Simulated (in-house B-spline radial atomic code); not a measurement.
**Ta¹⁷⁺: ionisation energy by several methods**

The task here is to estimate one member of a computed series from the others.

Program: in-house B-spline radial atomic code version 1. Level of theory: scalar-relativistic (X2C), several functionals, spin-polarised; spherical all-electron atom at the radial basis limit. These are calculated values, not measurements, unless marked.

## The atom as given

* element: tantalum (Z = 73)
* charge: +17
* electrons: 56
* configuration: [Kr] 4d10 4f10
* nucleus: Fermi, rms radius 5.351 fm

The outer shells:

[Kr] 4d10 4f10
```
[Kr] core
4d [↑↓][↑↓][↑↓][↑↓][↑↓]
4f [↑↓][↑↓][↑↓][↑ ][↑ ][↑ ][↑ ]
```

Where spins are not typed, each open shell is filled with up spins first.

The first run:

The run's settings:

```ini
Z = 73
electrons = 56.0
configuration = [Kr] 4d10 4f10
hamiltonian = x2c
method = pw91,pw91
spin_polarised = True
nucleus = fermi
rms_radius = 5.3507
mass_number = 181
atomic_mass = 180.947998528
speed_of_light = 137.035999084
```

Steps of the session up to this table: PW91; PBE; RPBE; Hartree-Fock.

One table of the session follows, with a row left open; its other results are not shown here.

| method | ΔSCF (eV) |
| --- | --- |
| PW91 | ? |
| PBE | 416.91 |
| RPBE | 416.77 |
| Hartree-Fock | 413.35 |

Q: Estimate the row for PW91 from the others.

The run gave: ΔSCF (eV): 417.11. In the column «ΔSCF (eV)» it is the highest.

Members of this set that are not shown: 3 used exact exchange with fractional occupations of an open shell, which is unsound here.
